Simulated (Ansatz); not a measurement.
**CH4BF2N: basis-set convergence**

How large a basis does CH4BF2N need? Two functionals are run in growing sets.

Method: one geometry, several basis sets; program: Ansatz 0.2.0, Gaussian basis.

Plan: PBE0-D4/def2-SVP; ωB97M-V/def2-SVP; PBE0-D4/def2-QZVPP; ωB97M-V/def2-QZVPP; the functionals' def2-TZVPP values are taken from earlier runs.

## (1) The relaxed structure

An earlier PBE0-D4 in a triple-zeta def2 set relaxation fixed the geometry.

SMILES `NBC(F)F`, 9 atoms, charge 0, spin multiplicity 1.

Atoms are counted from 1 here; the program's logs count them from 0.

Bond lengths: N1–B2 1.377 Å, N1–H6 1.005 Å, N1–H7 1.008 Å, B2–C3 1.595 Å, B2–H8 1.194 Å, C3–F4 1.375 Å, C3–F5 1.369 Å, C3–H9 1.098 Å. Angles: B2–N1–H6 123.8°, B2–N1–H7 121.8°, H6–N1–H7 114.5°, N1–B2–C3 118.5°, N1–B2–H8 121.5°, C3–B2–H8 120.0°, B2–C3–F4 111.7°, B2–C3–F5 110.3°, B2–C3–H9 114.4°, F4–C3–F5 106.8°, F4–C3–H9 106.4°, F5–C3–H9 106.9°.

## (2) PBE0-D4 in def2-SVP

in.yaml

```yaml
crystal:
  periodic: [false, false, false]
  atoms:
    - {symbol: N, position_ang: [0.125969, 0.707053, 1.231929]}
    - {symbol: B, position_ang: [-0.349275, -0.330205, 0.460702]}
    - {symbol: C, position_ang: [0.014856, -0.351331, -1.092523]}
    - {symbol: F, position_ang: [0.858069, 0.680045, -1.431406]}
    - {symbol: F, position_ang: [0.664422, -1.513500, -1.411724]}
    - {symbol: H, position_ang: [-0.051204, 0.797201, 2.217263]}
    - {symbol: H, position_ang: [0.707947, 1.432924, 0.844258]}
    - {symbol: H, position_ang: [-1.030583, -1.193117, 0.926694]}
    - {symbol: H, position_ang: [-0.851700, -0.275369, -1.762392]}
basis:
  gaussian: {orbitals: def2-SVP}
hamiltonian: {xc: pbe0, dispersion: d4}
output: {orbitals: {seedname: orbitals}}
```

On the command line:

```bash
ansatz run in.yaml --threads 2 --pin off --events-out ev --progress --plain --max-ram 4352MiB
```

The log of the run:

```text
Functional definition: PBE0
  name "PBE0"
  cite "Adamo & Barone, J. Chem. Phys. 110, 6158 (1999) doi:10.1063/1.478522"
  cite "Perdew, Burke & Ernzerhof, Phys. Rev. Lett. 77, 3865 (1996) doi:10.1103/PhysRevLett.77.3865"
  parent pbe
  parameter a = 0.25
  parameter kappa = 0.804
  parameter beta = 0.06672455060314922
  exchange = (1 - a)*pbe_x(kappa = kappa, mu = beta*pi^2/3) + a*exact_x
  correlation = pbe_c(beta = beta)
1012 factors; their error is unknown
mean field evaluation 1: about -8683.0284 eV, gradient 4.8e1 eV
mean field evaluation 2: about -8679.5888 eV, gradient 6.2e1 eV
mean field evaluation 4: about -8687.4971 eV, gradient 1.5e0 eV
mean field evaluation 8: about -8687.5002 eV, gradient 1.9e-2 eV
mean field evaluation 16: about -8687.4996 eV, gradient 1.4e-5 eV
mean field -8687.49960961 eV, -319.2597220543 hartree, gradient 1.4e-5 eV, S^2 0.000000; 0 other end points of the search recorded, 0 dependent functions left out
reference -8687.49962999 eV, -319.2597228034 hartree; 20, 20 occupied and 70, 70 virtual orbitals, 1012 factors
Total energy: -8687.60666763 eV, -319.2636563641 hartree
```

Wall time 1.3 s (2 threads of Arm Neoverse V1, shared host); peak memory 0.39 GiB.

## (3) ωB97M-V in def2-SVP

Changes to in.yaml since step 2:

```diff
@@ -14,3 +14,3 @@
   gaussian: {orbitals: def2-SVP}
-hamiltonian: {xc: pbe0, dispersion: d4}
+hamiltonian: {xc: {name: wB97M-V}}
 output: {orbitals: {seedname: orbitals}}
```

Launched as before.

The log of the run (excerpt; [...] marks lines left out):

```text
Functional definition: wB97M-V
  name "wB97M-V"
  cite "Mardirossian & Head-Gordon, J. Chem. Phys. 144, 214110 (2016) doi:10.1063/1.4952647"
  cite "Becke, J. Chem. Phys. 107, 8554 (1997) doi:10.1063/1.475007"
  cite "Vydrov & Van Voorhis, J. Chem. Phys. 133, 244103 (2010) doi:10.1063/1.3521275"
  # Of w^i u^j: cxij and so on, Table III.
[...]
  gx(w, u) = 1 - cx + cx01*u + cx10*w
  gss(w, u) = css00 + css04*u^4 + css10*w + css20*w^2 + css43*w^4*u^3
  gos(w, u) = cos00 + cos10*w + (cos20 + cos21*u)*w^2 + (cos60 + cos61*u)*w^6
[...]
      + integral(e_c_pw_mod_opposite_spin*gos(b97_w_opposite, b97_u_opposite)) + vv10(b, c)
1012 factors; their error is unknown
230 factors; integrals over basis functions are off by at most 1.1e-5 eV
[...]
mean field -8693.67906397 eV, -319.4868128136 hartree, gradient 5.5e-5 eV, S^2 0.000000; 0 other end points of the search recorded, 0 dependent functions left out
reference -8693.67909751 eV, -319.4868140461 hartree; 20, 20 occupied and 70, 70 virtual orbitals, 1012 factors
Total energy: -8693.67909751 eV, -319.4868140461 hartree
```

Run time: 5.5 s. Hardware: 2 threads of Arm Neoverse V1, shared host; peak memory 0.39 GiB.

## (4) PBE0-D4 in def2-QZVPP

Changes to in.yaml since step 3:

```diff
@@ -13,4 +13,4 @@
 basis:
-  gaussian: {orbitals: def2-SVP}
-hamiltonian: {xc: {name: wB97M-V}}
+  gaussian: {orbitals: "def2-QZVPP.json"}
+hamiltonian: {xc: pbe0, dispersion: d4}
 output: {orbitals: {seedname: orbitals}}
```

Launched as before.

The log of the run:

```text
Functional definition: PBE0
  name "PBE0"
  cite "Adamo & Barone, J. Chem. Phys. 110, 6158 (1999) doi:10.1063/1.478522"
  cite "Perdew, Burke & Ernzerhof, Phys. Rev. Lett. 77, 3865 (1996) doi:10.1103/PhysRevLett.77.3865"
  parent pbe
  parameter a = 0.25
  parameter kappa = 0.804
  parameter beta = 0.06672455060314922
  exchange = (1 - a)*pbe_x(kappa = kappa, mu = beta*pi^2/3) + a*exact_x
  correlation = pbe_c(beta = beta)
1169 factors; their error is unknown
mean field evaluation 1: about -8691.8472 eV, gradient 6.0e1 eV
mean field evaluation 2: about -8686.3557 eV, gradient 7.6e1 eV
mean field evaluation 4: about -8698.3271 eV, gradient 3.1e0 eV
mean field evaluation 8: about -8698.3477 eV, gradient 4.7e-1 eV
mean field evaluation 16: about -8698.3479 eV, gradient 2.2e-5 eV
mean field -8698.34791378 eV, -319.6583898795 hartree, gradient 2.2e-5 eV, S^2 0.000000; 0 other end points of the search recorded, 0 dependent functions left out
reference -8698.34794598 eV, -319.6583910629 hartree; 20, 20 occupied and 385, 385 virtual orbitals, 1169 factors
Total energy: -8698.45498362 eV, -319.6623246235 hartree
```

Wall time 8.5 s (2 threads of Arm Neoverse V1, shared host); peak memory 1 GiB.

## (5) ωB97M-V in def2-QZVPP

Changes to in.yaml since step 4:

```diff
@@ -14,3 +14,3 @@
   gaussian: {orbitals: "def2-QZVPP.json"}
-hamiltonian: {xc: pbe0, dispersion: d4}
+hamiltonian: {xc: {name: wB97M-V}}
 output: {orbitals: {seedname: orbitals}}
```

Launched as before.

The log of the run (excerpt; [...] marks lines left out):

```text
Functional definition: wB97M-V
  name "wB97M-V"
  cite "Mardirossian & Head-Gordon, J. Chem. Phys. 144, 214110 (2016) doi:10.1063/1.4952647"
  cite "Becke, J. Chem. Phys. 107, 8554 (1997) doi:10.1063/1.475007"
  cite "Vydrov & Van Voorhis, J. Chem. Phys. 133, 244103 (2010) doi:10.1063/1.3521275"
  # Of w^i u^j: cxij and so on, Table III.
[...]
  gx(w, u) = 1 - cx + cx01*u + cx10*w
  gss(w, u) = css00 + css04*u^4 + css10*w + css20*w^2 + css43*w^4*u^3
  gos(w, u) = cos00 + cos10*w + (cos20 + cos21*u)*w^2 + (cos60 + cos61*u)*w^6
[...]
      + integral(e_c_pw_mod_opposite_spin*gos(b97_w_opposite, b97_u_opposite)) + vv10(b, c)
1169 factors; their error is unknown
298 factors; integrals over basis functions are off by at most 9.8e-6 eV
[...]
mean field -8704.79798470 eV, -319.8954256139 hartree, gradient 6.0e-6 eV, S^2 0.000000; 0 other end points of the search recorded, 0 dependent functions left out
reference -8704.79803768 eV, -319.8954275607 hartree; 20, 20 occupied and 385, 385 virtual orbitals, 1169 factors
Total energy: -8704.79803768 eV, -319.8954275607 hartree
```

Run time: 25 s. Hardware: 2 threads of Arm Neoverse V1, shared host; peak memory 1.2 GiB.

## (6) Functionals by basis

The def2-TZVPP values come from earlier runs at the same geometry.

```csv
functional,basis,functions,energy (eV),from the largest (eV),HOMO (eV),LUMO (eV)
PBE0-D4,def2-SVP,90,-8687.6067,10.848,-8.43,0.06
PBE0-D4,def2-TZVPP,211,-8697.9863,0.469,-8.65,-0.26
PBE0-D4,def2-QZVPP,405,-8698.4550,0.000,-8.70,-0.35
ωB97M-V,def2-SVP,90,-8693.6791,11.119,-10.81,2.18
ωB97M-V,def2-TZVPP,211,-8704.3542,0.444,-11.05,1.70
ωB97M-V,def2-QZVPP,405,-8704.7980,0.000,-11.09,1.46
```

## (7) Summary of results

| quantity | value |
| --- | --- |
| PBE0-D4: double and triple zeta above quadruple | 10.85, 0.47 eV |
| ωB97M-V: double and triple zeta above quadruple | 11.12, 0.44 eV |

PBE0-D4 gains 10.38 eV from double to triple zeta, then 0.47 eV more. These are total energies; as a rule much of such shifts cancels in differences, which this series doesn't test. The LUMO of ωB97M-V is positive and keeps falling with the basis (2.18 to 1.46 eV): an unbound level that the basis holds in place.

For PBE0-D4 the largest set took about 7 times as long as the smallest (8.5 s against 1.3 s).
